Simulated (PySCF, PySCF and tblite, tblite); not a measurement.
**C₆H₈FN: a path driven as rotation about a bond, and NMR exchange**

How fast is rotation about a bond in C₆H₈FN (`C=NC[C@@H]1CC=C1F`), and when do the exchanging lines merge?

Computed with tblite 0.8.0 (tight binding) and PySCF 2.14.0 (DFT, with response routines of our own); each step states its level. Atoms count from 0 throughout.

## Step 1: The molecule as given

16 atoms, charge 0, multiplicity 1; geometry from: force field or distance geometry start.

Bonds of the start (Å): C0–H8 1.10, C0–H9 1.10, C0–N1 1.30, C2–C3 1.53, C2–H10 1.09, C2–H11 1.10, C3–C4 1.54, C3–C6 1.52, C3–H12 1.11, C4–C5 1.50, C4–H13 1.10, C4–H14 1.10, C5–C6 1.35, C5–H15 1.09, C6–F7 1.35, N1–C2 1.47.

## Step 2: GFN2-xTB relaxation, start minimum

Job settings and geometry (Å):

```
{"job": {"xc": "GFN2-xTB", "basis": "xTB", "kind": "relax"}, "charge": 0, "multiplicity": 1}
C      2.322800     0.566600    -0.105400
N      1.336600     0.523700    -0.952000
C      0.621600    -0.760500    -0.955000
C     -0.698500    -0.681500    -0.180200
C     -1.622100     0.538800    -0.352400
C     -1.516000     0.723600     1.135300
C     -0.612100    -0.263600     1.283300
F      0.066700    -0.744400     2.350000
H      2.599900    -0.264200     0.567100
H      2.913600     1.486300    -0.020300
H      1.224300    -1.591500    -0.593600
H      0.383200    -0.995000    -2.003700
H     -1.244700    -1.634200    -0.308800
H     -1.213000     1.355100    -0.972700
H     -2.622100     0.305000    -0.739500
H     -1.947700     1.444800     1.836600
```

Launch:

```sh
$ OMP_NUM_THREADS=1 python ens_run.py task.json out
```

One launch serves the whole session.

Standard output:

```text
step      E/eV     max force
  0    -666.30550    3.352
  1    -666.41942    2.782
  2    -666.48306    0.491
  3    -666.49994    0.270
  4    -666.51349    0.315
  5    -666.51954    0.264
  6    -666.52576    0.159
  7    -666.52900    0.143
  8    -666.53162    0.140
  9    -666.53371    0.139
 10    -666.53561    0.114
 11    -666.53757    0.130
 12    -666.53997    0.115
 13    -666.54248    0.137
 14    -666.54454    0.123
 15    -666.54627    0.106
 16    -666.54813    0.107
 17    -666.55010    0.123
 18    -666.55205    0.128
 19    -666.55383    0.101
 20    -666.55539    0.098
 21    -666.55672    0.103
 22    -666.55783    0.109
 23    -666.55884    0.083
 24    -666.55980    0.076
 25    -666.56060    0.088
 26    -666.56125    0.082
 27    -666.56188    0.058
 28    -666.56245    0.054
 29    -666.56289    0.048
 30    -666.56319    0.044
 31    -666.56341    0.037
 32    -666.56359    0.034
 33    -666.56370    0.027
 34    -666.56377    0.019
 35    -666.56382    0.018
 36    -666.56388    0.018
 37    -666.56393    0.020
 38    -666.56398    0.015
 39    -666.56402    0.016
 40    -666.56407    0.019
 41    -666.56413    0.022
 42    -666.56421    0.025
 43    -666.56429    0.024
 44    -666.56439    0.025
 45    -666.56451    0.030
 46    -666.56465    0.033
 47    -666.56476    0.025
 48    -666.56484    0.020
 49    -666.56489    0.019
 50    -666.56494    0.022
 51    -666.56499    0.020
 52    -666.56504    0.022
 53    -666.56510    0.022
 54    -666.56518    0.022
 55    -666.56528    0.025
 56    -666.56536    0.023
 57    -666.56543    0.023
 58    -666.56552    0.028
 59    -666.56566    0.042
 60    -666.56586    0.051
 61    -666.56607    0.040
 62    -666.56624    0.031
 63    -666.56637    0.026
 64    -666.56647    0.029
 65    -666.56655    0.037
 66    -666.56660    0.038
 67    -666.56664    0.017
 68    -666.56667    0.018
 69    -666.56668    0.009
 70    -666.56669    0.006
 71    -666.56670    0.006
 72    -666.56670    0.005
 73    -666.56671    0.005
 74    -666.56671    0.004
 75    -666.56671    0.004
 76    -666.56671    0.004
 77    -666.56672    0.004
 78    -666.56672    0.004
 79    -666.56672    0.004
 80    -666.56672    0.004
 81    -666.56673    0.002
```

Run time: 0.68 s. Hardware: 1 thread of Arm Neoverse N1, shared host.

Relaxing gained 0.261 eV and moved the atoms by 0.16 Å on average (rms).

## Step 3: Relaxed scan, rotation

Job settings and geometry (Å):

```
{"job": {"xc": "GFN2-xTB", "basis": "xTB", "coordinate": [["t", [8, 0, 1, 2], 0.5], ["t", [9, 0, 1, 2], 0.5]], "kind": "drive"}, "charge": 0, "multiplicity": 1}
C      2.361796     0.592638    -0.144679
N      1.260102     0.512911    -0.728649
C      0.608610    -0.754787    -0.874627
C     -0.741961    -0.736959    -0.156377
C     -1.622275     0.530394    -0.365104
C     -1.488846     0.767166     1.120711
C     -0.728524    -0.305286     1.280629
F     -0.118161    -0.871380     2.330269
H      2.906237    -0.262680     0.272781
H      2.821283     1.564626    -0.042556
H      1.215511    -1.591175    -0.487667
H      0.432682    -0.905978    -1.944396
H     -1.261614    -1.679686    -0.338741
H     -1.143474     1.284812    -0.983452
H     -2.632961     0.336033    -0.718342
H     -1.876004     1.528294     1.768790
```

Standard output:

```text
point  coordinate     E/eV
  0    -75.500     -666.50120
  1    -61.500     -666.31731
  2    -47.400     -666.01437
  3    -31.300     -665.64135
  4    -14.400     -665.64524
  5      0.800     -665.64777
  6     15.800     -665.64920
  7     32.100     -665.68777
  8     48.500     -665.98958
  9     62.800     -666.24828
 10     76.700     -666.40600
 11     90.600     -666.44533
```

Run time: 5.3 s. Hardware: 1 thread of Arm Neoverse N1, shared host.

The highest point is number 3, 19.8 kcal/mol above the first.

## Step 4: Nudged elastic band, leg 1

Changed since step 3:

```diff
@@ -1,2 +1,2 @@
-{"job": {"xc": "GFN2-xTB", "basis": "xTB", "coordinate": [["t", [8, 0, 1, 2], 0.5], ["t", [9, 0, 1, 2], 0.5]], "kind": "drive"}, "charge": 0, "multiplicity": 1}
+{"job": {"xc": "GFN2-xTB", "basis": "xTB", "kind": "neb"}, "charge": 0, "multiplicity": 1}
 C      2.361796     0.592638    -0.144679
```

Standard output:

```text
image   E - E0 / eV
  0       0.0000
  1       0.1437
  2       0.9905
  3       0.2242
  4       0.1201
  5       0.0386
  6      -0.0000
```

Wall time 8.9 s (1 thread of Arm Neoverse N1, shared host); peak memory 0.2 GiB.

The run did not converge, so its numbers are no properties of the molecule.

## Step 5: Saddle search, leg 1

Job settings and geometry (Å):

```
{"job": {"xc": "GFN2-xTB", "basis": "xTB", "kind": "saddle"}, "charge": 0, "multiplicity": 1}
C      2.214285     0.628983     0.045223
N      1.383533     0.171675    -0.758538
C      0.548212    -0.926211    -0.987000
C     -0.742997    -0.765473    -0.169592
C     -1.540883     0.554177    -0.376668
C     -1.291500     0.838262     1.084725
C     -0.602340    -0.281830     1.243573
F      0.024758    -0.847985     2.281836
H      3.198218     0.178585     0.271540
H      2.071921     1.638518     0.437517
H      1.008463    -1.907579    -0.745183
H      0.283392    -0.929961    -2.049238
H     -1.338800    -1.673679    -0.280918
H     -1.055000     1.247244    -1.057865
H     -2.584065     0.420460    -0.656599
H     -1.577198     1.654814     1.717188
```

Standard output:

```text
step      E/eV     max force
  0    -665.64135   1.9958
  1    -665.73391   1.5689
  2    -665.77008   1.3466
  3    -665.76704   1.1746
  4    -665.73072   0.9785
  5    -665.65037   1.1349
  6    -665.61721   0.7480
  7    -665.60003   0.6132
  8    -665.61627   0.2708
  9    -665.62889   0.2621
 10    -665.63978   0.4409
 11    -665.63339   0.1342
 12    -665.63621   0.0388
 13    -665.63983   0.0588
 14    -665.64342   0.0997
 15    -665.64457   0.1078
 16    -665.64598   0.0497
 17    -665.64634   0.0329
 18    -665.64643   0.0200
 19    -665.64646   0.0060
 20    -665.64645   0.0238
 21    -665.64647   0.0010
lowest wavenumbers (cm-1): -440.6 56.0 110.4 150.5 187.6 252.9
```

Wall time 7.4 s (1 thread of Arm Neoverse N1, shared host); peak memory 0.2 GiB.

Point group C1; 1 imaginary mode, 441i cm⁻¹, carried by N1, C0. Steps downhill from it reached both ends.

At the saddle the angle C0–N1–C2 (178°) is nearly straight.

## Step 6: Shieldings, start: CAM-B3LYP/pcSseg-1

Job settings and geometry (Å):

```
{"job": {"kind": "nmr", "xc": "CAM-B3LYP", "basis": "pcSseg-1", "pop": false}, "charge": 0, "multiplicity": 1}
C      2.361796     0.592638    -0.144679
N      1.260102     0.512911    -0.728649
C      0.608610    -0.754787    -0.874627
C     -0.741961    -0.736959    -0.156377
C     -1.622275     0.530394    -0.365104
C     -1.488846     0.767166     1.120711
C     -0.728524    -0.305286     1.280629
F     -0.118161    -0.871380     2.330269
H      2.906237    -0.262680     0.272781
H      2.821283     1.564626    -0.042556
H      1.215511    -1.591175    -0.487667
H      0.432682    -0.905978    -1.944396
H     -1.261614    -1.679686    -0.338741
H     -1.143474     1.284812    -0.983452
H     -2.632961     0.336033    -0.718342
H     -1.876004     1.528294     1.768790
```

Standard output:

```text
coarse grid: 13624 points
cycle   1  E = -387.6070578572  dE =  1.459e+00  |g| = 5.363e-01  |ddm| = 3.615e+00
cycle   2  E = -387.5972210709  dE =  9.837e-03  |g| = 6.339e-01  |ddm| = 8.372e-01
cycle   3  E = -387.6660897403  dE = -6.887e-02  |g| = 6.311e-02  |ddm| = 4.419e-01
cycle   4  E = -387.6667582127  dE = -6.685e-04  |g| = 3.742e-02  |ddm| = 6.124e-02
cycle   5  E = -387.6670247032  dE = -2.665e-04  |g| = 9.749e-03  |ddm| = 3.016e-02
cycle   6  E = -387.6670428285  dE = -1.813e-05  |g| = 3.550e-03  |ddm| = 1.022e-02
cycle   7  E = -387.6670457450  dE = -2.916e-06  |g| = 6.027e-04  |ddm| = 3.367e-03
final grid: 132824 points
cycle   8  E = -387.7369444979  dE = -3.321e-05  |g| = 5.025e-03  |ddm| = 1.651e-02
cycle   9  E = -387.7369431145  dE =  1.383e-06  |g| = 6.077e-03  |ddm| = 8.415e-03
cycle  10  E = -387.7369497162  dE = -6.602e-06  |g| = 6.726e-04  |ddm| = 4.512e-03
cycle  11  E = -387.7369497932  dE = -7.703e-08  |g| = 1.845e-04  |ddm| = 5.735e-04
cycle  12  E = -387.7369497992  dE = -6.024e-09  |g| = 8.714e-05  |ddm| = 1.746e-04
cycle  13  E = -387.7369498007  dE = -1.492e-09  |g| = 1.559e-05  |ddm| = 6.603e-05
cycle  14  E = -387.7369498008  dE = -5.616e-11  |g| = 4.435e-06  |ddm| = 1.771e-05
converged SCF energy = -387.7369498008

GIAO shielding tensors (ppm)
atom      isotropic    diamagn.    paramagn.     s11        s22        s33       span
  0 C       24.456     252.762    -228.306    -80.920     39.976    114.312    195.232
  1 N     -147.510     328.958    -476.468   -542.462   -172.967    272.899    815.361
  2 C      120.794     245.841    -125.047     96.246    110.593    155.544     59.297
  3 C      133.234     252.013    -118.778    119.790    136.226    143.688     23.898
  4 C      163.495     249.794     -86.298    146.916    163.935    179.634     32.718
  5 C       70.456     257.853    -187.397    -24.244    100.271    135.339    159.583
  6 C       17.643     251.933    -234.290    -85.318     62.439     75.806    161.124
  7 F      272.610     475.717    -203.107    153.648    307.591    356.592    202.943
  8 H       24.096      30.440      -6.343     20.645     24.516     27.128      6.484
  9 H       24.505      29.780      -5.275     23.014     23.660     26.842      3.828
 10 H       28.494      31.455      -2.961     25.563     27.468     32.452      6.889
 11 H       27.525      29.786      -2.261     25.152     25.733     31.689      6.537
 12 H       28.483      30.966      -2.483     25.484     27.248     32.718      7.234
 13 H       28.983      30.517      -1.533     24.592     28.090     34.269      9.677
 14 H       29.795      29.280       0.516     26.201     26.944     36.242     10.041
 15 H       26.961      31.490      -4.529     24.527     24.870     31.486      6.960
```

It took 53 s on 1 thread of Arm Neoverse N1, shared host; peak memory 0.87 GiB.

This run: HOMO -8.41 eV, LUMO 0.95 eV; dipole 1.04 D.

## Step 7: Shieldings, saddle of leg 1: CAM-B3LYP/pcSseg-1

Job settings and geometry (Å):

```
{"job": {"kind": "nmr", "xc": "CAM-B3LYP", "basis": "pcSseg-1", "pop": false}, "charge": 0, "multiplicity": 1}
C      2.339753     0.805550    -0.216462
N      1.490353    -0.042814    -0.475572
C      0.574369    -1.026072    -0.768893
C     -0.834093    -0.787744    -0.170709
C     -1.418136     0.642867    -0.355772
C     -1.370644     0.767810     1.149391
C     -0.880571    -0.455230     1.289525
F     -0.518944    -1.200503     2.341206
H      3.384484     0.721680    -0.556108
H      2.113315     1.709173     0.369258
H      0.950420    -1.991018    -0.399622
H      0.481250    -1.108589    -1.860397
H     -1.499712    -1.595296    -0.480794
H     -0.754112     1.319590    -0.889053
H     -2.414128     0.679461    -0.792908
H     -1.643604     1.561135     1.816910
```

Standard output:

```text
coarse grid: 13624 points
cycle   1  E = -387.5652696701  dE =  1.548e+00  |g| = 5.406e-01  |ddm| = 3.658e+00
cycle   2  E = -387.5566763818  dE =  8.593e-03  |g| = 6.327e-01  |ddm| = 8.427e-01
cycle   3  E = -387.6237776122  dE = -6.710e-02  |g| = 6.218e-02  |ddm| = 4.681e-01
cycle   4  E = -387.6243885409  dE = -6.109e-04  |g| = 3.757e-02  |ddm| = 6.177e-02
cycle   5  E = -387.6246803129  dE = -2.918e-04  |g| = 8.924e-03  |ddm| = 3.127e-02
cycle   6  E = -387.6246957633  dE = -1.545e-05  |g| = 3.579e-03  |ddm| = 9.405e-03
cycle   7  E = -387.6246987465  dE = -2.983e-06  |g| = 4.922e-04  |ddm| = 3.608e-03
final grid: 132824 points
cycle   8  E = -387.6944374655  dE = -3.272e-05  |g| = 5.222e-03  |ddm| = 1.940e-02
cycle   9  E = -387.6944359129  dE =  1.553e-06  |g| = 6.358e-03  |ddm| = 9.323e-03
cycle  10  E = -387.6944430848  dE = -7.172e-06  |g| = 6.580e-04  |ddm| = 4.868e-03
cycle  11  E = -387.6944431615  dE = -7.676e-08  |g| = 1.676e-04  |ddm| = 5.650e-04
cycle  12  E = -387.6944431682  dE = -6.671e-09  |g| = 7.935e-05  |ddm| = 2.270e-04
cycle  13  E = -387.6944431697  dE = -1.522e-09  |g| = 2.001e-05  |ddm| = 8.148e-05
cycle  14  E = -387.6944431700  dE = -2.894e-10  |g| = 9.650e-06  |ddm| = 4.514e-05
converged SCF energy = -387.6944431700

GIAO shielding tensors (ppm)
atom      isotropic    diamagn.    paramagn.     s11        s22        s33       span
  0 C       42.912     251.249    -208.337    -18.705     20.187    127.254    145.959
  1 N     -222.834     335.784    -558.617   -911.130   -130.635    373.264   1284.393
  2 C      135.080     241.663    -106.582    112.950    142.687    149.605     36.655
  3 C      130.081     253.897    -123.817    121.403    130.321    138.517     17.114
  4 C      163.184     249.301     -86.117    146.355    162.622    180.576     34.220
  5 C       70.972     257.657    -186.686    -23.421    101.382    134.955    158.376
  6 C       15.494     252.171    -236.677    -87.805     59.123     75.163    162.968
  7 F      269.912     474.820    -204.909    150.686    304.257    354.793    204.108
  8 H       22.829      27.337      -4.508     20.272     21.077     27.138      6.866
  9 H       22.734      31.592      -8.858     19.215     23.343     25.643      6.428
 10 H       26.169      27.903      -1.734     22.067     24.743     31.697      9.630
 11 H       26.449      28.051      -1.602     22.291     24.915     32.142      9.850
 12 H       28.831      31.208      -2.377     26.094     27.696     32.703      6.609
 13 H       30.093      31.785      -1.693     25.797     29.103     35.378      9.581
 14 H       29.805      29.459       0.346     26.155     27.096     36.165     10.010
 15 H       26.926      31.656      -4.731     24.478     24.900     31.399      6.921
```

Wall time 62 s (1 thread of Arm Neoverse N1, shared host); peak memory 0.88 GiB.

Key values: HOMO -7.01 eV, LUMO 1.06 eV; dipole 1.61 D.

Orbitals, density, ELF and potential are computed afterwards from the orbital file.

Frontier orbitals at CAM-B3LYP/pcSseg-1, with the share of their density that lies nearest to each atom:

```tsv
orbital	energy (eV)	lies on
HOMO	-7.01	N1 57 %; H8, H9 about 10 % each; C3 7 %
LUMO	1.06	C0 31 %; N1 31 %; H8, H9 about 10 % each
```

ELF in a plane through or near 9 of the atoms.

Ten even steps from '0' (0.00) to '9' (1.00):
```
0000000000000000000000000000
0000000000000000000000000000
0000000000000000000000000000
0000000023200000158720000000
0000000499930000499980000000
0000000699960013699991000000
0000231599930045689970000000
0003999636400037472641000000
0005999714653014525652000000
0004999658786002346541000000
0000462167375246631100000000
0000000178774772241000000000
0000000143432782585000000000
0000000000587436999600000000
0000000001577205999700000000
0000000000122000786100000000
0000000000000000000000000000
0000000000000000000000000000
0000000000000000000000000000
0000000000000000000000000000
```
The map spans 12.1 Å across and 9.4 Å up, centred on the molecule. Atoms in the plane (x, y in Å): C0 (-2.3, 0.8), N1 (-1.6, -0.1), C2 (-0.7, -1.2), C3 (0.8, -0.8), C5 (1.6, 1.1), H8 (-3.4, 0.7), H9 (-2.0, 1.9), H12 (1.4, -1.8), H15 (2.0, 2.1).

On the surface of density 0.002 e/bohr³ the electrostatic potential runs, from the 1st to the 99th percentile, from -0.87 V near F7 to 0.79 V near H11.

## Step 8: Kinetics and line shapes

Job settings and geometry (Å):

```
{"job": {"smiles": "C=NCC1CC=C1F", "charge": 0, "mult": 1, "motion": "rotation", "what": "imine", "atoms": [0, 1], "drives": [{"terms": [["t", [8, 0, 1, 2], 0.5], ["t", [9, 0, 1, 2], 0.5]], "by": 180, "n": 12}], "study": "path", "level": {"kind": "nmr", "xc": "CAM-B3LYP", "basis": "pcSseg-1"}, "fields": [200, 300, 800], "first": 1, "seed": 396, "kind": "path"}, "charge": 0, "multiplicity": 1}
C      2.361796     0.592638    -0.144679
N      1.260102     0.512911    -0.728649
C      0.608610    -0.754787    -0.874627
C     -0.741961    -0.736959    -0.156377
C     -1.622275     0.530394    -0.365104
C     -1.488846     0.767166     1.120711
C     -0.728524    -0.305286     1.280629
F     -0.118161    -0.871380     2.330269
H      2.906237    -0.262680     0.272781
H      2.821283     1.564626    -0.042556
H      1.215511    -1.591175    -0.487667
H      0.432682    -0.905978    -1.944396
H     -1.261614    -1.679686    -0.338741
H     -1.143474     1.284812    -0.983452
H     -2.632961     0.336033    -0.718342
H     -1.876004     1.528294     1.768790
```

Standard output:

```text
stationary points (kcal/mol above the start)
  n  kind          group   xTB      DFT    lowest mode
  0  minimum      C1       0.00     0.00      58.8
  1  saddle       C1      21.22    26.74    -440.6
  2  minimum      C1      -0.00     0.00      59.1

GFN2-xTB energies: T/K, barrier G, reaction G (kcal/mol), k forward, k back (1/s)
 150.00    19.36     0.00   3.89e-16    3.9e-16
 200.00    19.33     0.00   6.27e-09   6.27e-09
 250.00    19.30     0.00   0.000141   0.000141
 298.15    19.26     0.00     0.0953     0.0954
 350.00    19.21    -0.00       14.7       14.7
 400.00    19.17    -0.00        557        557
 500.00    19.10    -0.00   9.33e+04   9.32e+04

CAM-B3LYP/pcSseg-1 + D3(BJ) energies: T/K, barrier G, reaction G (kcal/mol), k forward, k back (1/s)
 150.00    24.88     0.00    3.5e-24   3.52e-24
 200.00    24.85     0.00   5.79e-15   5.81e-15
 250.00    24.82     0.00    2.1e-09   2.11e-09
 298.15    24.78     0.00   8.54e-06   8.55e-06
 350.00    24.74     0.00    0.00523    0.00523
 400.00    24.70     0.00      0.536      0.536
 500.00    24.62    -0.00        360        360
```

It took 2.4 min on 1 thread of Arm Neoverse N1, shared host; peak memory 0.88 GiB. This counts the whole study up to here.

Barriers by level (kcal/mol; entropies in cal/(mol K)). Zero-point and thermal terms come from xTB in every row. ΔG‡ leaves symmetry out; the rate counts equivalent paths (a factor of 2); effective ΔG‡, where given, is the barrier that would give that rate by Eyring's equation alone:

```tsv
level	ΔE‡	with zero-point	ΔH‡	ΔS‡	ΔG‡ (298 K)	ΔE of reaction	k at 298 K (1/s)	effective ΔG‡
GFN2-xTB	21.22	19.36	19.39	0.4	19.26	0.00	0.095	18.85
CAM-B3LYP/pcSseg-1 + D3(BJ)	26.74	24.88	24.91	0.4	24.78	0.00	8.5e-06	24.37
```

Sites that the driver pairs across this motion, and where their lines would merge (no couplings; faster rotations or exchange between molecules can average them sooner):

```tsv
nucleus	sites: shielding (ppm)	proton frequency (MHz)	spread (Hz)	coalescence (K)	lines at 298 K
1H	H8: 24.10; H9: 24.50	200	82	487	2
1H	H8: 24.10; H9: 24.50	300	123	495	2
1H	H8: 24.10; H9: 24.50	800	327	514	2
```

## Step 9: Results

| quantity | value |
| --- | --- |
| barrier (CAM-B3LYP/pcSseg-1 + D3(BJ)) | ΔE‡ 26.7, ΔG‡(298 K) 24.8 kcal/mol |
| barrier (GFN2-xTB) | ΔE‡ 21.2 kcal/mol |
| rate at 298 K | 8.5e-06 s⁻¹ |
| end of the path | the start, renumbered or mirrored |
| coalescence of 1H H8 | 514 K at 800 MHz |
| stages that failed or stayed incomplete | 1 |

**Reading.** The saddle has a nearly straight angle, C0–N1–C2 (178°), which it lacks at the start: the motion passes through an in-plane inversion or a T-shaped form rather than a plain rotation or pyramidal inversion. DFT puts the top 26.7 kcal/mol above the start (xTB: 21.2); the rate from the DFT barrier is 8.5e-06 s⁻¹ at 298 K. An error of 1.4 kcal/mol changes that rate tenfold. The 1H lines of H8 and its partners, 327 Hz apart at 800 MHz, merge at 514 K, so by this path alone the exchange at 298 K is slow for them; other paths were not followed.
